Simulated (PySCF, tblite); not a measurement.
# 2-(trifluoromethyl)pyridine: a rotation path, then NMR shifts on frames

Aim: move 2-(trifluoromethyl)pyridine (`FC(F)(F)c1ccccn1`) away from its starting geometry and see how NMR shifts follow the geometry.

Computed with tblite 0.8.0 and PySCF 2.14.0, with density-fitted response routines of our own, on a single molecule in the gas phase. Atoms are numbered from 0 throughout.

## Step 1: The molecule as given

14 atoms, charge 0, multiplicity 1; geometry from: GFN2-xTB.

Bonds of the start (Å): F0–C1 1.35, C1–F2 1.35, C1–F3 1.33, C1–C4 1.51, C4–C5 1.39, C5–C6 1.39, C6–C7 1.39, C7–C8 1.39, C8–N9 1.32, N9–C4 1.32, C5–H10 1.08, C6–H11 1.08, C7–H12 1.08, C8–H13 1.08.

## Step 2: The rotation path with GFN2-xTB

Job settings and geometry (Å):

```
{"job": {"kind": "neb", "xc": "GFN2-xTB", "basis": "xTB", "atoms": [5, 4, 1, 3], "turn": 120}, "charge": 0, "multiplicity": 1}
F      2.635370     0.115786    -1.269152
C      2.176331    -0.090276    -0.018982
F      2.671750     0.918106     0.723783
F      2.741245    -1.210727     0.422285
C      0.665702    -0.115926     0.016710
C     -0.041716     1.068268    -0.147104
C     -1.426168     0.995382    -0.122112
C     -2.027836    -0.239477     0.060577
C     -1.217106    -1.356551     0.210207
N      0.101081    -1.298338     0.188129
H      0.477049     2.003814    -0.284047
H     -2.021234     1.888081    -0.243032
H     -3.101636    -0.335167     0.086621
H     -1.633511    -2.343447     0.353952
```

Level: GFN2-xTB climbing-image nudged elastic band, gas phase.

Run with:

```console
OMP_NUM_THREADS=1 python probes_run.py task.json out
```

The driver reads the jobs from task.json and runs them one after another.

Output:

```text
image   E - E0 / eV
  0      -0.0000
  1       0.0014
  2       0.0011
  3       0.0008
  4       0.0012
  5       0.0014
  6       0.0010
  7       0.0011
  8       0.0001
```

Wall time 6.6 s (1 thread, shared host).

The final band, with the dihedral C5–C4–C1–F3:

| image | dihedral (°) | energy (eV) | energy (kcal/mol) |
| --- | --- | --- | --- |
| 0 | 167 | 0.000 | 0.0 |
| 1 | 180 | 0.001 | 0.0 |
| 2 | 195 | 0.001 | 0.0 |
| 3 | 210 | 0.001 | 0.0 |
| 4 | 225 | 0.001 | 0.0 |
| 5 | 241 | 0.001 | 0.0 |
| 6 | 256 | 0.001 | 0.0 |
| 7 | 272 | 0.001 | 0.0 |
| 8 | 288 | 0.000 | 0.0 |

## Step 3: Shielding tensors: image 0, PBE0/pcSseg-1

Job settings and geometry (Å):

```
{"job": {"kind": "nmr", "xc": "PBE0", "basis": "pcSseg-1", "pop": false}, "charge": 0, "multiplicity": 1}
F      2.635400     0.115800    -1.269200
C      2.176300    -0.090300    -0.019000
F      2.671800     0.918100     0.723800
F      2.741200    -1.210700     0.422300
C      0.665700    -0.115900     0.016700
C     -0.041700     1.068300    -0.147100
C     -1.426200     0.995400    -0.122100
C     -2.027800    -0.239500     0.060600
C     -1.217100    -1.356600     0.210200
N      0.101100    -1.298300     0.188100
H      0.477000     2.003800    -0.284000
H     -2.021200     1.888100    -0.243000
H     -3.101600    -0.335200     0.086600
H     -1.633500    -2.343400     0.354000
```

With the program's defaults for keys left out, this is: GIAO PBE0/pcSseg-1 NMR shielding, non-relativistic, gas phase.

Output:

```text
coarse grid: 13320 points
cycle   1  E = -584.4436634752  dE =  1.942e+00  |g| = 9.014e-01  |ddm| = 3.708e+00
cycle   2  E = -584.2876112936  dE =  1.561e-01  |g| = 1.373e+00  |ddm| = 1.316e+00
cycle   3  E = -584.5843395842  dE = -2.967e-01  |g| = 8.802e-02  |ddm| = 7.918e-01
cycle   4  E = -584.5851015814  dE = -7.620e-04  |g| = 6.862e-02  |ddm| = 1.431e-01
cycle   5  E = -584.5862965027  dE = -1.195e-03  |g| = 1.317e-02  |ddm| = 6.823e-02
cycle   6  E = -584.5863349222  dE = -3.842e-05  |g| = 4.309e-03  |ddm| = 1.437e-02
cycle   7  E = -584.5863392119  dE = -4.290e-06  |g| = 8.912e-04  |ddm| = 4.541e-03
final grid: 134544 points
cycle   8  E = -584.6623440500  dE = -5.141e-05  |g| = 6.845e-03  |ddm| = 3.992e-02
cycle   9  E = -584.6623416150  dE =  2.435e-06  |g| = 8.270e-03  |ddm| = 1.321e-02
cycle  10  E = -584.6623547561  dE = -1.314e-05  |g| = 8.982e-04  |ddm| = 6.324e-03
cycle  11  E = -584.6623548833  dE = -1.272e-07  |g| = 2.767e-04  |ddm| = 7.951e-04
cycle  12  E = -584.6623548956  dE = -1.223e-08  |g| = 1.147e-04  |ddm| = 2.894e-04
cycle  13  E = -584.6623548986  dE = -3.052e-09  |g| = 3.675e-05  |ddm| = 1.392e-04
cycle  14  E = -584.6623548989  dE = -3.388e-10  |g| = 8.669e-06  |ddm| = 3.861e-05
converged SCF energy = -584.6623548989

GIAO shielding tensors (ppm)
atom      isotropic    diamagn.    paramagn.     s11        s22        s33       span
  0 F      236.786     472.665    -235.879    154.761    226.953    328.645    173.883
  1 C       55.178     240.687    -185.509     46.527     51.601     67.404     20.877
  2 F      248.033     473.510    -225.477    170.881    230.099    343.118    172.238
  3 F      268.342     469.213    -200.872    193.276    275.673    336.076    142.800
  4 C       31.084     258.094    -227.010    -72.147     28.701    136.699    208.846
  5 C       58.351     255.065    -196.713    -50.946     43.691    182.309    233.255
  6 C       43.718     252.050    -208.332    -70.955     18.856    183.254    254.209
  7 C       55.863     257.268    -201.405    -56.988     45.099    179.478    236.466
  8 C       32.123     250.141    -218.018    -74.274     21.590    149.052    223.325
  9 N      -84.982     329.758    -414.741   -402.910   -157.732    305.695    708.605
 10 H       23.747      31.615      -7.868     20.098     21.970     29.173      9.075
 11 H       23.539      30.266      -6.727     20.273     23.535     26.809      6.536
 12 H       24.107      30.244      -6.136     21.457     23.758     27.107      5.651
 13 H       22.659      29.541      -6.881     18.354     23.360     26.264      7.911
```

Run time: 73 s. Hardware: 1 thread, shared host.

The references, computed at this level on geometries of the same kind, shield at (ppm): ¹H TMS 31.72, ¹³C TMS 186.9, ¹⁹F CFCl3 170.9, ¹⁵N NH3 267.7. Their shielding less the atom's gives the shift. The references are single molecules in the gas phase, so shifts against H2O, NH3, PH3, H3PO4 or CFCl3 are not on the usual liquid scales and can be off by tens of ppm. Each atom is listed at this fixed geometry, with no averaging over motion; a spectrum would average atoms that exchange fast.

| atoms | environment | σ (ppm) | δ (ppm) |
| --- | --- | --- | --- |
| C4 | substituted aromatic carbon next to a ring nitrogen | 31.1 | 155.8 |
| C8 | aromatic CH next to a ring nitrogen | 32.1 | 154.8 |
| C6 | aromatic CH | 43.7 | 143.2 |
| C1 | CF3 carbon | 55.2 | 131.7 |
| C7 | aromatic CH | 55.9 | 131.1 |
| C5 | aromatic CH | 58.4 | 128.6 |
| H13 | hydrogen on an aromatic CH next to a ring nitrogen | 22.66 | 9.06 |
| H11 | hydrogen on an aromatic CH | 23.54 | 8.18 |
| H10 | hydrogen on an aromatic CH | 23.75 | 7.97 |
| H12 | hydrogen on an aromatic CH | 24.11 | 7.61 |
| F0 | fluorine of a CF3 group | 236.8 | -65.8 |
| F2 | fluorine of a CF3 group | 248.0 | -77.1 |
| F3 | fluorine of a CF3 group | 268.3 | -97.4 |
| N9 | pyridine-type ring nitrogen | -85.0 | 352.7 |

Ring of atoms C4, C5, C6, C7, C8, N9: NICS(0) -7.9, NICS(1) -11.6, NICS(1)zz -28.9 ppm (means of both faces).

## Step 4: NMR shieldings: image 1, PBE0/pcSseg-1

Job settings and geometry (Å):

```
{"job": {"kind": "nmr", "xc": "PBE0", "basis": "pcSseg-1", "pop": false}, "charge": 0, "multiplicity": 1}
F      2.653500     0.356200    -1.191800
C      2.176300    -0.092600    -0.015400
F      2.674500     0.736500     0.922000
F      2.721000    -1.287500     0.192900
C      0.666100    -0.107900     0.007200
C     -0.043900     1.066700    -0.204900
C     -1.428900     0.987900    -0.170200
C     -2.026800    -0.239500     0.069300
C     -1.213100    -1.344600     0.273700
N      0.104600    -1.279800     0.244700
H      0.467900     1.998200    -0.390500
H     -2.029900     1.870500    -0.327600
H     -3.100100    -0.338600     0.098600
H     -1.621800    -2.326000     0.469700
```

With the program's defaults for keys left out, this is: GIAO PBE0/pcSseg-1 NMR shielding, non-relativistic, gas phase.

Output:

```text
coarse grid: 13320 points
cycle   1  E = -584.4437867668  dE =  1.945e+00  |g| = 9.015e-01  |ddm| = 3.710e+00
cycle   2  E = -584.2881656256  dE =  1.556e-01  |g| = 1.372e+00  |ddm| = 1.322e+00
cycle   3  E = -584.5843939358  dE = -2.962e-01  |g| = 8.832e-02  |ddm| = 7.932e-01
cycle   4  E = -584.5851656209  dE = -7.717e-04  |g| = 6.865e-02  |ddm| = 1.430e-01
cycle   5  E = -584.5863602769  dE = -1.195e-03  |g| = 1.316e-02  |ddm| = 6.850e-02
cycle   6  E = -584.5863987961  dE = -3.852e-05  |g| = 4.285e-03  |ddm| = 1.437e-02
cycle   7  E = -584.5864030635  dE = -4.267e-06  |g| = 8.516e-04  |ddm| = 4.489e-03
final grid: 134544 points
cycle   8  E = -584.6621323343  dE = -5.045e-05  |g| = 6.791e-03  |ddm| = 3.940e-02
cycle   9  E = -584.6621301339  dE =  2.200e-06  |g| = 8.132e-03  |ddm| = 1.331e-02
cycle  10  E = -584.6621429699  dE = -1.284e-05  |g| = 8.856e-04  |ddm| = 6.403e-03
cycle  11  E = -584.6621430917  dE = -1.218e-07  |g| = 2.746e-04  |ddm| = 7.749e-04
cycle  12  E = -584.6621431035  dE = -1.183e-08  |g| = 1.170e-04  |ddm| = 2.844e-04
cycle  13  E = -584.6621431068  dE = -3.235e-09  |g| = 3.563e-05  |ddm| = 1.406e-04
cycle  14  E = -584.6621431071  dE = -3.201e-10  |g| = 7.943e-06  |ddm| = 3.690e-05
converged SCF energy = -584.6621431071

GIAO shielding tensors (ppm)
atom      isotropic    diamagn.    paramagn.     s11        s22        s33       span
  0 F      242.549     473.090    -230.541    163.961    227.974    335.711    171.750
  1 C       55.253     240.768    -185.515     46.940     50.910     67.909     20.969
  2 F      241.166     473.149    -231.983    162.322    226.550    334.626    172.304
  3 F      269.277     469.202    -199.925    194.059    278.964    334.807    140.747
  4 C       31.419     258.176    -226.756    -71.524     28.656    137.126    208.650
  5 C       58.443     254.770    -196.327    -50.572     43.622    182.278    232.851
  6 C       43.595     252.066    -208.470    -71.052     18.530    183.308    254.360
  7 C       55.887     257.239    -201.352    -56.883     45.129    179.415    236.298
  8 C       32.262     250.211    -217.949    -74.179     21.985    148.981    223.159
  9 N      -85.445     329.820    -415.265   -403.122   -158.360    305.146    708.269
 10 H       23.745      31.472      -7.727     20.225     21.983     29.027      8.802
 11 H       23.541      30.245      -6.704     20.282     23.530     26.809      6.528
 12 H       24.108      30.244      -6.136     21.454     23.777     27.092      5.639
 13 H       22.650      29.571      -6.920     18.333     23.367     26.251      7.919
```

Run time: 76 s. Hardware: 1 thread, shared host.

Key values: δ C4 155.5, C8 154.7, C6 143.3, C1 131.7, H13 9.07, H11 8.18 ppm.

## Step 5: NMR shieldings: image 4, PBE0/pcSseg-1

Job settings and geometry (Å):

```
{"job": {"kind": "nmr", "xc": "PBE0", "basis": "pcSseg-1", "pop": false}, "charge": 0, "multiplicity": 1}
F      2.671000     0.954000    -0.689700
C      2.177800    -0.084100     0.007300
F      2.691400     0.014900     1.243900
F      2.695400    -1.187200    -0.540300
C      0.666900    -0.088700     0.021500
C     -0.052700     1.033500    -0.362900
C     -1.437400     0.948300    -0.322500
C     -2.026000    -0.234500     0.093900
C     -1.203400    -1.289400     0.464600
N      0.113500    -1.218100     0.432400
H      0.451300     1.929800    -0.688200
H     -2.042500     1.792700    -0.615200
H     -3.098600    -0.337500     0.133100
H     -1.607300    -2.234400     0.799900
```

Level: GIAO PBE0/pcSseg-1 NMR shielding, non-relativistic, gas phase.

Output:

```text
coarse grid: 13320 points
cycle   1  E = -584.4464491752  dE =  1.944e+00  |g| = 8.986e-01  |ddm| = 3.715e+00
cycle   2  E = -584.2930857113  dE =  1.534e-01  |g| = 1.365e+00  |ddm| = 1.294e+00
cycle   3  E = -584.5862249958  dE = -2.931e-01  |g| = 8.700e-02  |ddm| = 7.843e-01
cycle   4  E = -584.5869694567  dE = -7.445e-04  |g| = 6.789e-02  |ddm| = 1.422e-01
cycle   5  E = -584.5881404683  dE = -1.171e-03  |g| = 1.322e-02  |ddm| = 6.745e-02
cycle   6  E = -584.5881789269  dE = -3.846e-05  |g| = 4.385e-03  |ddm| = 1.464e-02
cycle   7  E = -584.5881833023  dE = -4.375e-06  |g| = 9.920e-04  |ddm| = 4.730e-03
final grid: 134544 points
cycle   8  E = -584.6631379938  dE = -4.912e-05  |g| = 6.533e-03  |ddm| = 4.145e-02
cycle   9  E = -584.6631361315  dE =  1.862e-06  |g| = 7.747e-03  |ddm| = 1.308e-02
cycle  10  E = -584.6631479564  dE = -1.182e-05  |g| = 8.966e-04  |ddm| = 6.273e-03
cycle  11  E = -584.6631480791  dE = -1.227e-07  |g| = 2.661e-04  |ddm| = 8.148e-04
cycle  12  E = -584.6631480905  dE = -1.135e-08  |g| = 1.222e-04  |ddm| = 2.912e-04
cycle  13  E = -584.6631480941  dE = -3.576e-09  |g| = 3.198e-05  |ddm| = 1.372e-04
cycle  14  E = -584.6631480943  dE = -2.442e-10  |g| = 7.656e-06  |ddm| = 3.443e-05
converged SCF energy = -584.6631480943

GIAO shielding tensors (ppm)
atom      isotropic    diamagn.    paramagn.     s11        s22        s33       span
  0 F      266.503     473.253    -206.750    183.617    259.311    356.581    172.964
  1 C       56.265     239.708    -183.443     47.068     54.978     66.749     19.680
  2 F      241.935     471.042    -229.108    159.459    237.956    328.389    168.930
  3 F      253.874     470.112    -216.238    178.686    248.681    334.255    155.568
  4 C       31.041     257.753    -226.712    -72.253     29.258    136.119    208.372
  5 C       59.789     255.045    -195.256    -49.128     44.681    183.812    232.940
  6 C       43.803     252.005    -208.202    -70.405     18.872    182.942    253.347
  7 C       56.195     257.330    -201.135    -56.440     45.184    179.840    236.280
  8 C       31.015     250.214    -219.199    -76.653     20.552    149.147    225.800
  9 N      -88.805     330.435    -419.240   -411.588   -160.870    306.044    717.631
 10 H       23.695      31.965      -8.270     19.628     22.171     29.287      9.659
 11 H       23.563      30.296      -6.734     20.226     23.635     26.828      6.603
 12 H       24.126      30.273      -6.147     21.456     23.787     27.134      5.679
 13 H       22.595      29.524      -6.928     18.380     23.216     26.191      7.811
```

Run time: 78 s. Hardware: 1 thread, shared host.

This run: δ C8 155.9, C4 155.9, C6 143.1, C7 130.7, H13 9.12, H11 8.15 ppm.

## Step 6: NMR shieldings: image 8, PBE0/pcSseg-1

Job settings and geometry (Å):

```
{"job": {"kind": "nmr", "xc": "PBE0", "basis": "pcSseg-1", "pop": false}, "charge": 0, "multiplicity": 1}
F      2.652900     1.159300     0.344400
C      2.176800    -0.064800     0.046600
F      2.738100    -0.917200     0.899500
F      2.658800    -0.357500    -1.177200
C      0.666200    -0.092800     0.067200
C     -0.044700     0.923900    -0.557100
C     -1.428900     0.852600    -0.520400
C     -2.027600    -0.216800     0.126400
C     -1.213300    -1.180000     0.707000
N      0.104800    -1.120700     0.679300
H      0.469900     1.735900    -1.045400
H     -2.026000     1.619900    -0.989400
H     -3.101400    -0.303700     0.179300
H     -1.626400    -2.038500     1.217700
```

Method: GIAO PBE0/pcSseg-1 NMR shielding, non-relativistic, gas phase.

Output:

```text
coarse grid: 13320 points
cycle   1  E = -584.4434944147  dE =  1.943e+00  |g| = 9.011e-01  |ddm| = 3.708e+00
cycle   2  E = -584.2877856207  dE =  1.557e-01  |g| = 1.372e+00  |ddm| = 1.316e+00
cycle   3  E = -584.5840430974  dE = -2.963e-01  |g| = 8.804e-02  |ddm| = 7.917e-01
cycle   4  E = -584.5848054108  dE = -7.623e-04  |g| = 6.862e-02  |ddm| = 1.431e-01
cycle   5  E = -584.5860006227  dE = -1.195e-03  |g| = 1.317e-02  |ddm| = 6.829e-02
cycle   6  E = -584.5860390694  dE = -3.845e-05  |g| = 4.311e-03  |ddm| = 1.439e-02
cycle   7  E = -584.5860433619  dE = -4.292e-06  |g| = 8.925e-04  |ddm| = 4.548e-03
final grid: 134544 points
cycle   8  E = -584.6623405329  dE = -4.978e-05  |g| = 6.733e-03  |ddm| = 3.690e-02
cycle   9  E = -584.6623382280  dE =  2.305e-06  |g| = 8.136e-03  |ddm| = 1.289e-02
cycle  10  E = -584.6623508462  dE = -1.262e-05  |g| = 8.848e-04  |ddm| = 6.262e-03
cycle  11  E = -584.6623509683  dE = -1.221e-07  |g| = 2.812e-04  |ddm| = 7.898e-04
cycle  12  E = -584.6623509812  dE = -1.290e-08  |g| = 1.206e-04  |ddm| = 2.922e-04
cycle  13  E = -584.6623509847  dE = -3.513e-09  |g| = 3.382e-05  |ddm| = 1.404e-04
cycle  14  E = -584.6623509850  dE = -2.813e-10  |g| = 8.276e-06  |ddm| = 3.577e-05
converged SCF energy = -584.6623509850

GIAO shielding tensors (ppm)
atom      isotropic    diamagn.    paramagn.     s11        s22        s33       span
  0 F      247.955     473.507    -225.552    170.913    229.982    342.970    172.057
  1 C       55.219     240.687    -185.468     46.552     51.666     67.440     20.887
  2 F      268.348     469.225    -200.877    193.295    275.732    336.018    142.723
  3 F      237.062     472.647    -235.586    155.126    227.251    328.808    173.683
  4 C       31.132     258.090    -226.959    -72.074     28.710    136.760    208.835
  5 C       58.387     255.062    -196.675    -50.944     43.770    182.336    233.280
  6 C       43.723     252.048    -208.325    -70.938     18.843    183.265    254.203
  7 C       55.842     257.272    -201.431    -57.005     45.081    179.450    236.455
  8 C       32.075     250.151    -218.076    -74.339     21.569    148.994    223.332
  9 N      -85.102     329.762    -414.864   -403.199   -157.738    305.631    708.830
 10 H       23.751      31.620      -7.870     20.111     21.969     29.172      9.061
 11 H       23.543      30.271      -6.728     20.274     23.539     26.817      6.543
 12 H       24.102      30.238      -6.136     21.454     23.756     27.097      5.643
 13 H       22.653      29.534      -6.881     18.347     23.356     26.257      7.910
```

It took 77 s on 1 thread, shared host.

This run: δ C4 155.8, C8 154.9, C6 143.2, C1 131.7, H13 9.06, H11 8.17 ppm.

## Step 7: Side by side: NMR shifts

Shifts (ppm) of some atoms, chosen among heavy atoms and hydrogens apart, with basis size and wall time:

| frame | C5 | H13 | H10 | F0 | F2 | F3 | N9 | functions | time |
| --- | --- | --- | --- | --- | --- | --- | --- | --- | --- |
| image 0 | 128.6 | 9.06 | 7.97 | -65.8 | -77.1 | -97.4 | 352.7 | 190 | 73 s |
| image 1 | 128.5 | 9.07 | 7.97 | -71.6 | -70.2 | -98.3 | 353.2 | 190 | 76 s |
| image 4 | 127.1 | 9.12 | 8.02 | -95.6 | -71.0 | -82.9 | 356.5 | 190 | 78 s |
| image 8 | 128.5 | 9.06 | 7.97 | -77.0 | -97.4 | -66.1 | 352.8 | 190 | 77 s |

## Step 8: Summary of results

```
                                         quantity                                         value
                                          barrier            0.001 eV (0.0 kcal/mol) at image 1
                            end to end (GFN2-xTB)                                      0.000 eV
  ¹³C shifts against TMS (PBE0/pcSseg-1, image 0)  155.8, 154.8, 143.2, 131.7, 131.1, 128.6 ppm
   ¹H shifts against TMS (PBE0/pcSseg-1, image 0)                    9.06, 8.18, 7.97, 7.61 ppm
¹⁹F shifts against CFCl3 (PBE0/pcSseg-1, image 0)                       -65.8, -77.1, -97.4 ppm
  ¹⁵N shifts against NH3 (PBE0/pcSseg-1, image 0)                                     352.7 ppm
                         range of the shift of F3                            -98.3 to -66.1 ppm
```

In words: Along the band the dihedral turns by 121°, and the top (dihedral 180°) lies 0.0 kcal/mol above the start (GFN2-xTB, rough), so at room temperature this motion is fast. The top was not checked by a frequency run. Shifts at one fixed geometry are not the observed spectrum, which averages over the motion. In the first frame run (image 0): The widest tensor belongs to N9: span 709 ppm, with a paramagnetic part of -415 ppm. NICS(1)zz of -29 ppm above the planar ring from C4 marks a diatropic (aromatic) ring current. In ppm, F3 moves most: its shift spreads over 32.2 ppm, from -98.3 (image 1) to -66.1 (image 8).
